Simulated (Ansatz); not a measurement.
# TiH2SCl2O (SMILES [OH][Ti]([SH])([Cl])[Cl]) at CCSD/STO-6G (sfX2C), part 2 of 2

Ansatz 0.2.0. The steps go on from the part before.

## (3) The triplet, same level

The input, run.yaml:

```yaml
crystal:
  periodic: [false, false, false]
  atoms:
    - symbol: O
      position_ang: [-1.377300, 0.558700, 0.862300]
    - symbol: Ti
      position_ang: [-0.135200, 0.038500, -0.245900]
    - symbol: S
      position_ang: [1.377700, -1.025800, 1.066100]
    - symbol: Cl
      position_ang: [-0.905600, -1.341600, -1.764100]
    - symbol: Cl
      position_ang: [0.823000, 1.739800, -1.232100]
    - symbol: H
      position_ang: [-1.863900, 1.272300, 1.275800]
    - symbol: H
      position_ang: [2.142400, -1.309900, -0.007900]
basis:
  gaussian: {orbitals: STO-6G.json}
magnetization: {spin_polarized: true, initial_magnetization: 2}
hamiltonian: {pseudopotentials: {relativity: scalar}}
correlation: {method: ccsd}
relax: {}
output: {orbitals: {seedname: orbitals}}
```

The basis set STO-6G is read from a file made from the Basis Set Exchange's data (not shown).

The run is started by

```
$ ansatz run run.yaml --threads 1 --pin off --max-ram 2610MiB --events-out events.jsonl --progress --plain --runs-dir runs
```

Standard output:

```text
Warning: RAYON_NUM_THREADS=1 ignored (pool sized by the plan → 1); use --threads N
The last accepted step is kept in runs//last_step.txt (removed where the run ends without a failure and the disk answers)
Functional definition: HF
  name "HF"
  exchange = exact_x
  correlation = 0
698 factors; integrals over basis functions are off by at most 6.3e-5 eV
mean field evaluation 1: about -60969.9346 eV, gradient 2.1e1 eV
mean field evaluation 2: about -60969.9860 eV, gradient 2.1e1 eV
mean field evaluation 4: about -60973.7540 eV, gradient 2.2e0 eV
mean field evaluation 8: about -60974.0180 eV, gradient 6.5e-1 eV
mean field evaluation 16: about -60974.4850 eV, gradient 1.1e0 eV
mean field evaluation 32: about -60973.9625 eV, gradient 6.4e-1 eV
mean field evaluation 64: about -60974.1892 eV, gradient 8.8e-5 eV
mean field evaluation 96: about -60973.9881 eV, gradient 2.9e0 eV
mean field evaluation 128: about -60974.1896 eV, gradient 4.1e-2 eV
mean field evaluation 160: about -60973.6342 eV, gradient 3.9e-3 eV
mean field evaluation 192: about -60971.1158 eV, gradient 2.5e0 eV
mean field evaluation 224: about -60970.1156 eV, gradient 2.2e0 eV
mean field evaluation 256: about -60969.2113 eV, gradient 1.2e1 eV
mean field evaluation 288: about -60974.5629 eV, gradient 5.8e-1 eV
mean field evaluation 320: about -60974.1877 eV, gradient 4.9e-1 eV
mean field evaluation 352: about -60972.9657 eV, gradient 9.2e-1 eV
mean field evaluation 384: about -60973.3705 eV, gradient 6.6e-4 eV
mean field -60974.75607542 eV, -2240.7809555975 hartree, gradient 3.0e-6 eV, S^2 2.007311; 15 other end points of the search recorded, 0 dependent functions left out
determinant -60974.75607542 eV, -2240.7809555975 hartree, with singles and doubles -60979.71725494 eV, -2240.9632755822 hartree
determinant -60974.18924593 eV, -2240.7601249981 hartree, with singles and doubles -60979.20424459 eV, -2240.9444227994 hartree
determinant -60973.63419804 eV, -2240.7397273644 hartree, with singles and doubles -60978.71063099 eV, -2240.9262828342 hartree
determinant -60973.37050283 eV, -2240.7300367442 hartree, with singles and doubles -60978.30872986 eV, -2240.9115132403 hartree
determinant -60972.96957832 eV, -2240.7153030401 hartree, with singles and doubles -60977.98067571 eV, -2240.8994574726 hartree
determinant -60972.55361209 eV, -2240.7000165631 hartree, with singles and doubles -60977.57648414 eV, -2240.8846037064 hartree
determinant -60974.75607542 eV, -2240.7809555975 hartree, with singles and doubles -60979.72020335 eV, -2240.9633839341 hartree
determinant -60974.18924593 eV, -2240.7601249981 hartree, with singles and doubles -60979.21062159 eV, -2240.9446571499 hartree
21 core orbitals not correlated: weight in the atoms' cores, before any rotation towards them, 1.000 or more for the frozen orbitals, at most 0.000 for the correlated occupied ones
reference -60974.75607542 eV, -2240.7809555975 hartree; 21, 19 occupied and 10, 12 virtual orbitals, 698 factors
second order -4.29863346 eV of doubles, -0.00000000 eV of singles
cycle   1  -4.96412592 eV  change    2.0e-6 eV  update   4.3e-6
cycle   2  -4.96412475 eV  change    1.2e-6 eV  update   3.6e-6
cycle   3  -4.96412302 eV  change    1.7e-6 eV  update   3.1e-6
cycle   4  -4.96412439 eV  change   -1.4e-6 eV  update   1.9e-6
cycle   5  -4.96412503 eV  change   -6.3e-7 eV  update   1.3e-6
cycle   6  -4.96412424 eV  change    7.9e-7 eV  update   9.4e-7
cycle   7  -4.96412378 eV  change    4.6e-7 eV  update   5.8e-7
cycle   8  -4.96412390 eV  change   -1.2e-7 eV  update   4.2e-7
cycle   9  -4.96412416 eV  change   -2.6e-7 eV  update   3.3e-7
cycle  10  -4.96412432 eV  change   -1.6e-7 eV  update   2.8e-7
the calculation of the forces begins
mean field evaluation 416: about -60974.7561 eV, gradient 3.0e-6 eV
relax step   1: F+E_penalty+E_count = -60979.72019974 eV  Δ(F+E_penalty+E_count) = +0.000e0 eV  max|allowed force component| = 5.066e0 eV/Å  Δτ_max = 0.0000 Å  (995 SCF iters, accepted)
these checks for a lower state are left out or cut short: starts, cluster_reference, orbital_swaps, neighbouring_geometries, increment
698 factors; integrals over basis functions are off by at most 6.8e-5 eV
mean field -60975.41779674 eV, -2240.8052734077 hartree, gradient 2.4e-6 eV, S^2 2.007989; 0 other end points of the search recorded, 0 dependent functions left out
21 core orbitals not correlated: weight in the atoms' cores, before any rotation towards them, 1.000 or more for the frozen orbitals, at most 0.000 for the correlated occupied ones
reference -60975.41779674 eV, -2240.8052734077 hartree; 21, 19 occupied and 10, 12 virtual orbitals, 698 factors
second order -4.26361696 eV of doubles, -0.00000000 eV of singles
cycle   1  -4.52223669 eV  change   -2.6e-1 eV  update   1.2e-1
cycle   2  -4.83692287 eV  change   -3.1e-1 eV  update   3.5e-2
cycle   3  -4.93604618 eV  change   -9.9e-2 eV  update   2.1e-2
cycle   4  -4.94570551 eV  change   -9.7e-3 eV  update   6.8e-3
cycle   5  -4.94764836 eV  change   -1.9e-3 eV  update   3.8e-3
cycle   6  -4.94996117 eV  change   -2.3e-3 eV  update   2.3e-3
cycle   7  -4.95028454 eV  change   -3.2e-4 eV  update   1.4e-3
cycle   8  -4.95064260 eV  change   -3.6e-4 eV  update   9.5e-4
cycle   9  -4.95098282 eV  change   -3.4e-4 eV  update   6.2e-4
cycle  10  -4.95079245 eV  change    1.9e-4 eV  update   4.0e-4
cycle  11  -4.95072181 eV  change    7.1e-5 eV  update   3.1e-4
cycle  12  -4.95064680 eV  change    7.5e-5 eV  update   2.6e-4
cycle  13  -4.95086538 eV  change   -2.2e-4 eV  update   2.2e-4
cycle  14  -4.95096964 eV  change   -1.0e-4 eV  update   1.7e-4
cycle  15  -4.95094370 eV  change    2.6e-5 eV  update   1.4e-4
cycle  16  -4.95090480 eV  change    3.9e-5 eV  update   1.2e-4
cycle  17  -4.95082255 eV  change    8.2e-5 eV  update   9.6e-5
cycle  18  -4.95087489 eV  change   -5.2e-5 eV  update   7.0e-5
cycle  19  -4.95090039 eV  change   -2.6e-5 eV  update   4.5e-5
cycle  20  -4.95089676 eV  change    3.6e-6 eV  update   2.8e-5
cycle  21  -4.95089013 eV  change    6.6e-6 eV  update   1.9e-5
cycle  22  -4.95088347 eV  change    6.7e-6 eV  update   1.3e-5
cycle  23  -4.95087962 eV  change    3.8e-6 eV  update   8.2e-6
cycle  24  -4.95088731 eV  change   -7.7e-6 eV  update   4.8e-6
cycle  25  -4.95088779 eV  change   -4.8e-7 eV  update   2.6e-6
cycle  26  -4.95088811 eV  change   -3.2e-7 eV  update   1.6e-6
cycle  27  -4.95088824 eV  change   -1.2e-7 eV  update   1.1e-6
cycle  28  -4.95088780 eV  change    4.4e-7 eV  update   9.0e-7
cycle  29  -4.95088801 eV  change   -2.2e-7 eV  update   7.3e-7
cycle  30  -4.95088818 eV  change   -1.7e-7 eV  update   5.9e-7
cycle  31  -4.95088820 eV  change   -2.0e-8 eV  update   4.6e-7
cycle  32  -4.95088822 eV  change   -2.0e-8 eV  update   3.9e-7
cycle  33  -4.95088825 eV  change   -3.1e-8 eV  update   3.4e-7
cycle  34  -4.95088813 eV  change    1.2e-7 eV  update   2.9e-7
cycle  35  -4.95088822 eV  change   -9.2e-8 eV  update   2.4e-7
the calculation of the forces begins
relax step   2: F+E_penalty+E_count = -60980.36868497 eV  Δ(F+E_penalty+E_count) = -6.485e-1 eV  max|allowed force component| = 6.175e-1 eV/Å  Δτ_max = 0.1936 Å  (62 SCF iters, accepted)
these checks for a lower state are left out or cut short: starts, cluster_reference, orbital_swaps, neighbouring_geometries, increment
698 factors; integrals over basis functions are off by at most 6.9e-5 eV
mean field -60975.42969082 eV, -2240.8057105070 hartree, gradient 2.8e-6 eV, S^2 2.008115; 0 other end points of the search recorded, 0 dependent functions left out
21 core orbitals not correlated: weight in the atoms' cores, before any rotation towards them, 1.000 or more for the frozen orbitals, at most 0.000 for the correlated occupied ones
reference -60975.42969082 eV, -2240.8057105070 hartree; 21, 19 occupied and 10, 12 virtual orbitals, 698 factors
second order -4.28898967 eV of doubles, -0.00000000 eV of singles
cycle   1  -4.54871226 eV  change   -2.6e-1 eV  update   1.2e-1
cycle   2  -4.86508189 eV  change   -3.2e-1 eV  update   3.6e-2
cycle   3  -4.96541446 eV  change   -1.0e-1 eV  update   2.1e-2
cycle   4  -4.97515172 eV  change   -9.7e-3 eV  update   6.9e-3
cycle   5  -4.97704822 eV  change   -1.9e-3 eV  update   4.0e-3
cycle   6  -4.97935887 eV  change   -2.3e-3 eV  update   2.5e-3
cycle   7  -4.97969266 eV  change   -3.3e-4 eV  update   1.8e-3
cycle   8  -4.98009404 eV  change   -4.0e-4 eV  update   1.5e-3
cycle   9  -4.98057331 eV  change   -4.8e-4 eV  update   1.2e-3
cycle  10  -4.98039229 eV  change    1.8e-4 eV  update   1.1e-3
cycle  11  -4.98033062 eV  change    6.2e-5 eV  update   9.5e-4
cycle  12  -4.98016008 eV  change    1.7e-4 eV  update   8.3e-4
cycle  13  -4.98101800 eV  change   -8.6e-4 eV  update   6.6e-4
cycle  14  -4.98142045 eV  change   -4.0e-4 eV  update   4.5e-4
cycle  15  -4.98134878 eV  change    7.2e-5 eV  update   3.2e-4
cycle  16  -4.98129986 eV  change    4.9e-5 eV  update   2.4e-4
cycle  17  -4.98110259 eV  change    2.0e-4 eV  update   1.7e-4
cycle  18  -4.98119949 eV  change   -9.7e-5 eV  update   1.1e-4
cycle  19  -4.98125095 eV  change   -5.1e-5 eV  update   6.2e-5
cycle  20  -4.98125016 eV  change    7.9e-7 eV  update   3.8e-5
cycle  21  -4.98124638 eV  change    3.8e-6 eV  update   2.4e-5
cycle  22  -4.98123619 eV  change    1.0e-5 eV  update   1.7e-5
cycle  23  -4.98122815 eV  change    8.0e-6 eV  update   1.1e-5
cycle  24  -4.98123648 eV  change   -8.3e-6 eV  update   6.9e-6
cycle  25  -4.98123832 eV  change   -1.8e-6 eV  update   4.6e-6
cycle  26  -4.98123902 eV  change   -7.0e-7 eV  update   3.5e-6
cycle  27  -4.98123995 eV  change   -9.3e-7 eV  update   2.9e-6
cycle  28  -4.98123890 eV  change    1.1e-6 eV  update   2.5e-6
cycle  29  -4.98123949 eV  change   -5.9e-7 eV  update   2.1e-6
cycle  30  -4.98124018 eV  change   -6.8e-7 eV  update   1.7e-6
cycle  31  -4.98124023 eV  change   -5.2e-8 eV  update   1.4e-6
cycle  32  -4.98124066 eV  change   -4.3e-7 eV  update   1.2e-6
cycle  33  -4.98124100 eV  change   -3.4e-7 eV  update   9.4e-7
cycle  34  -4.98124087 eV  change    1.3e-7 eV  update   6.7e-7
cycle  35  -4.98124116 eV  change   -2.9e-7 eV  update   4.1e-7
cycle  36  -4.98124114 eV  change    1.9e-8 eV  update   2.8e-7
cycle  37  -4.98124109 eV  change    5.3e-8 eV  update   1.8e-7
the calculation of the forces begins
relax step   3: F+E_penalty+E_count = -60980.41093191 eV  Δ(F+E_penalty+E_count) = -4.225e-2 eV  max|allowed force component| = 7.298e-1 eV/Å  Δτ_max = 0.1126 Å  (59 SCF iters, accepted)
[... from here on, the SCF cycles and remarks between the steps are left out ...]
relax step   4: F+E_penalty+E_count = -60980.55336598 eV  Δ(F+E_penalty+E_count) = -1.424e-1 eV  max|allowed force component| = 1.641e0 eV/Å  Δτ_max = 0.1912 Å  (66 SCF iters, accepted)
relax step   5: F+E_penalty+E_count = -60980.75891394 eV  Δ(F+E_penalty+E_count) = -2.055e-1 eV  max|allowed force component| = 8.682e-1 eV/Å  Δτ_max = 0.1954 Å  (69 SCF iters, accepted)
relax step   6: F+E_penalty+E_count = -60980.85536039 eV  Δ(F+E_penalty+E_count) = -9.645e-2 eV  max|allowed force component| = 4.244e-1 eV/Å  Δτ_max = 0.1949 Å  (66 SCF iters, accepted)
relax step   7: F+E_penalty+E_count = -60980.89891638 eV  Δ(F+E_penalty+E_count) = -4.356e-2 eV  max|allowed force component| = 6.115e-1 eV/Å  Δτ_max = 0.1327 Å  (54 SCF iters, accepted)
relax step   8: F+E_penalty+E_count = -60980.97636538 eV  Δ(F+E_penalty+E_count) = -7.745e-2 eV  max|allowed force component| = 5.921e-1 eV/Å  Δτ_max = 0.1968 Å  (62 SCF iters, accepted)
relax step   9: F+E_penalty+E_count = -60981.10559574 eV  Δ(F+E_penalty+E_count) = -1.292e-1 eV  max|allowed force component| = 5.431e-1 eV/Å  Δτ_max = 0.1948 Å  (59 SCF iters, accepted)
relax step  10: F+E_penalty+E_count = -60981.23831028 eV  Δ(F+E_penalty+E_count) = -1.327e-1 eV  max|allowed force component| = 1.024e0 eV/Å  Δτ_max = 0.1919 Å  (56 SCF iters, accepted)
relax step  11: F+E_penalty+E_count = -60981.10528324 eV  Δ(F+E_penalty+E_count) = +1.330e-1 eV  max|allowed force component| = 2.727e0 eV/Å  Δτ_max = 0.1902 Å  (52 SCF iters, rejected (line search))
relax step  12: F+E_penalty+E_count = -60981.28667196 eV  Δ(F+E_penalty+E_count) = -4.836e-2 eV  max|allowed force component| = 3.917e-1 eV/Å  Δτ_max = 0.0950 Å  (48 SCF iters, accepted)
relax step  13: F+E_penalty+E_count = -60981.28802752 eV  Δ(F+E_penalty+E_count) = -1.356e-3 eV  max|allowed force component| = 3.912e-1 eV/Å  Δτ_max = 0.1000 Å  (50 SCF iters, accepted)
relax step  14: F+E_penalty+E_count = -60981.28878979 eV  Δ(F+E_penalty+E_count) = -7.623e-4 eV  max|allowed force component| = 1.984e-1 eV/Å  Δτ_max = 0.1499 Å  (48 SCF iters, accepted)
relax step  15: F+E_penalty+E_count = -60981.30404319 eV  Δ(F+E_penalty+E_count) = -1.525e-2 eV  max|allowed force component| = 2.145e-1 eV/Å  Δτ_max = 0.1477 Å  (49 SCF iters, accepted)
relax step  16: F+E_penalty+E_count = -60981.30716227 eV  Δ(F+E_penalty+E_count) = -3.119e-3 eV  max|allowed force component| = 3.675e-2 eV/Å  Δτ_max = 0.0362 Å  (46 SCF iters, accepted)
these checks for a lower state are left out or cut short: starts, cluster_reference, orbital_swaps, neighbouring_geometries, increment
702 factors; integrals over basis functions are off by at most 7.3e-5 eV
mean field evaluation 576: about -60976.1107 eV, gradient 1.3e-4 eV
mean field -60976.11068164 eV, -2240.8307364581 hartree, gradient 2.0e-6 eV, S^2 2.009123; 0 other end points of the search recorded, 0 dependent functions left out
21 core orbitals not correlated: weight in the atoms' cores, before any rotation towards them, 1.000 or more for the frozen orbitals, at most 0.000 for the correlated occupied ones
reference -60976.11068164 eV, -2240.8307364581 hartree; 21, 19 occupied and 10, 12 virtual orbitals, 702 factors
second order -4.52752166 eV of doubles, -0.00000000 eV of singles
cycle   1  -4.75027126 eV  change   -2.2e-1 eV  update   1.2e-1
cycle   2  -5.07815963 eV  change   -3.3e-1 eV  update   3.7e-2
cycle   3  -5.18557327 eV  change   -1.1e-1 eV  update   2.2e-2
cycle   4  -5.19459228 eV  change   -9.0e-3 eV  update   6.6e-3
cycle   5  -5.19534777 eV  change   -7.6e-4 eV  update   2.9e-3
cycle   6  -5.19641812 eV  change   -1.1e-3 eV  update   1.3e-3
cycle   7  -5.19639978 eV  change    1.8e-5 eV  update   6.5e-4
cycle   8  -5.19658611 eV  change   -1.9e-4 eV  update   3.8e-4
cycle   9  -5.19672179 eV  change   -1.4e-4 eV  update   2.1e-4
cycle  10  -5.19661682 eV  change    1.0e-4 eV  update   9.6e-5
cycle  11  -5.19659166 eV  change    2.5e-5 eV  update   4.5e-5
cycle  12  -5.19657405 eV  change    1.8e-5 eV  update   2.3e-5
cycle  13  -5.19659324 eV  change   -1.9e-5 eV  update   1.3e-5
cycle  14  -5.19660372 eV  change   -1.0e-5 eV  update   8.2e-6
cycle  15  -5.19660322 eV  change    5.0e-7 eV  update   5.6e-6
cycle  16  -5.19660357 eV  change   -3.5e-7 eV  update   3.2e-6
cycle  17  -5.19660025 eV  change    3.3e-6 eV  update   1.8e-6
cycle  18  -5.19660057 eV  change   -3.2e-7 eV  update   8.6e-7
cycle  19  -5.19660091 eV  change   -3.4e-7 eV  update   3.9e-7
the calculation of the forces begins
relax step  17: F+E_penalty+E_count = -60981.30728255 eV  Δ(F+E_penalty+E_count) = -1.203e-4 eV  max|allowed force component| = 8.188e-3 eV/Å  Δτ_max = 0.0070 Å  (47 SCF iters, accepted)
702 factors; integrals over basis functions are off by at most 7.3e-5 eV
mean field evaluation 608: about -60976.0495 eV, gradient 8.2e-2 eV
mean field evaluation 640: about -60974.7132 eV, gradient 4.5e-3 eV
mean field evaluation 672: about -60973.7550 eV, gradient 1.2e-2 eV
mean field evaluation 704: about -60974.7132 eV, gradient 1.3e-2 eV
mean field evaluation 736: about -60973.7941 eV, gradient 8.3e-1 eV
mean field evaluation 768: about -60972.2387 eV, gradient 1.5e0 eV
mean field evaluation 800: about -60972.4862 eV, gradient 3.5e-2 eV
mean field -60976.11068164 eV, -2240.8307364581 hartree, gradient 1.9e-6 eV, S^2 2.009123; 11 other end points of the search recorded, 0 dependent functions left out
mean field evaluation 832: about -60976.1107 eV, gradient 9.8e-5 eV
determinant -60976.11068164 eV, -2240.8307364581 hartree, with singles and doubles -60981.30602941 eV, -2241.0216619668 hartree
determinant -60974.78492210 eV, -2240.7820156936 hartree, with singles and doubles -60979.99216770 eV, -2240.9733784398 hartree
determinant -60974.71322578 eV, -2240.7793809024 hartree, with singles and doubles -60979.65589808 eV, -2240.9610207591 hartree
determinant -60973.75493691 eV, -2240.7441644360 hartree, with singles and doubles -60978.75098553 eV, -2240.9277658362 hartree
determinant -60973.37741443 eV, -2240.7302907409 hartree, with singles and doubles -60978.33534909 eV, -2240.9124914788 hartree
21 core orbitals not correlated: weight in the atoms' cores, before any rotation towards them, 1.000 or more for the frozen orbitals, at most 0.000 for the correlated occupied ones
reference -60976.11068164 eV, -2240.8307364581 hartree; 21, 19 occupied and 10, 12 virtual orbitals, 702 factors
second order -4.52752159 eV of doubles, -0.00000000 eV of singles
cycle   1  -5.19558444 eV  change   -2.4e-4 eV  update   1.3e-3
cycle   2  -5.19639245 eV  change   -8.1e-4 eV  update   9.6e-4
cycle   3  -5.19622895 eV  change    1.6e-4 eV  update   5.4e-4
cycle   4  -5.19647493 eV  change   -2.5e-4 eV  update   2.7e-4
cycle   5  -5.19671856 eV  change   -2.4e-4 eV  update   1.2e-4
cycle   6  -5.19671973 eV  change   -1.2e-6 eV  update   6.8e-5
cycle   7  -5.19661771 eV  change    1.0e-4 eV  update   3.1e-5
cycle   8  -5.19659625 eV  change    2.1e-5 eV  update   1.3e-5
cycle   9  -5.19659459 eV  change    1.7e-6 eV  update   8.4e-6
cycle  10  -5.19659963 eV  change   -5.0e-6 eV  update   5.7e-6
cycle  11  -5.19660212 eV  change   -2.5e-6 eV  update   3.2e-6
cycle  12  -5.19660161 eV  change    5.1e-7 eV  update   1.8e-6
cycle  13  -5.19660113 eV  change    4.8e-7 eV  update   6.9e-7
cycle  14  -5.19660098 eV  change    1.5e-7 eV  update   3.0e-7
the calculation of the forces begins
Total energy: -60981.30728263 eV, -2241.0217080218 hartree
Relativity: scalar
Atom 0 at    -1.649149     0.941319     0.530554 Å, force    -0.003250     0.002207     0.001141 eV/Å
Atom 1 at    -0.245205     0.127909     0.118201 Å, force     0.008188    -0.005322    -0.000568 eV/Å
Atom 2 at     1.819598    -1.270415     0.545343 Å, force    -0.003901     0.002260    -0.000170 eV/Å
Atom 3 at    -0.927930    -1.693231    -1.005867 Å, force    -0.000807    -0.000114     0.000044 eV/Å
Atom 4 at     1.255923     1.736183    -0.335891 Å, force    -0.000167     0.000386     0.000044 eV/Å
Atom 5 at    -2.474664     1.404324     0.851968 Å, force     0.000494    -0.000372    -0.000403 eV/Å
Atom 6 at     2.282527    -1.314090    -0.750108 Å, force    -0.000557     0.000955    -0.000089 eV/Å
Dipole moment:     0.160536    -0.202499     0.512471 e Å
```

Wall time 5.9 min (1 thread of Arm Neoverse V2, shared host); peak memory 0.24 GiB.

Steps, from the record of the run:

```csv
step,energy from the first frame kept (eV),largest force (eV/Å)
1,0.0000,5.7399
2,-0.6485,0.7498
3,-0.6907,0.8157
4,-0.8332,1.7140
5,-1.0387,0.8916
6,-1.1352,0.6215
7,-1.1787,0.6438
8,-1.2562,0.7278
9,-1.3854,0.6728
10,-1.5181,1.2604
11,-1.3851,2.9956
12,-1.5665,0.5163
13,-1.5678,0.5024
14,-1.5686,0.2026
15,-1.5838,0.2456
16,-1.5870,0.0455
17,-1.5871,0.0098
```

After the run. Bond lengths: O1–Ti2 1.674 Å, Ti2–S3 2.530 Å, Ti2–Cl4 2.246 Å, Ti2–Cl5 2.246 Å, O1–H6 1.000 Å, S3–H7 1.376 Å. Angles: O1–Ti2–S3 155.7°, O1–Ti2–Cl4 105.2°, O1–Ti2–Cl5 105.2°, S3–Ti2–Cl4 83.4°, S3–Ti2–Cl5 83.4°, Cl4–Ti2–Cl5 133.0°, Ti2–O1–H6 175.4°, Ti2–S3–H7 97.7°.

## (4) Outcome

What follows sums up all 2 parts.

At CCSD/STO-6G (sfX2C), 21 core orbitals frozen:

```
                                                              quantity           value
                                      singlet: total energy at the end  -2241.17347 Eh
                           singlet: dipole moment (correlated density)          3.92 D
                          singlet: HOMO energy (Hartree–Fock orbitals)        -8.20 eV
                          singlet: LUMO energy (Hartree–Fock orbitals)         6.28 eV
                        singlet: HOMO–LUMO gap (Hartree–Fock orbitals)        14.48 eV
                 singlet: correlation energy (21 core orbitals frozen)      -220.6 mEh
                                                singlet: T1 diagnostic           0.017
                                      triplet: total energy at the end  -2241.02171 Eh
                           triplet: dipole moment (correlated density)          2.76 D
   triplet: HOMO energy (Hartree–Fock orbitals) (highest over α and β)        -5.46 eV
    triplet: LUMO energy (Hartree–Fock orbitals) (lowest over α and β)         2.62 eV
                 triplet: correlation energy (21 core orbitals frozen)      -191.0 mEh
                            triplet: ⟨S²⟩ of the reference determinant           2.009
                                                triplet: T1 diagnostic           0.016
adiabatic energy of the triplet above the singlet (no zero-point term)        4.130 eV
```

**Reading.** The adiabatic energy of the triplet above the singlet (no zero-point term) is 4.13 eV (95 kcal/mol). In a minimal basis such a difference can be off by several eV, whatever the method. The optimisation (singlet) took 6 steps and changed the energy by -0.280 eV. Mulliken charges (singlet) run from -0.32 on Cl5 to +0.61 on Ti2; they depend strongly on the basis. The optimisation (triplet) took 16 steps and changed the energy by -1.587 eV. Mulliken charges (triplet) run from -0.40 on Cl4 to +0.50 on Ti2.
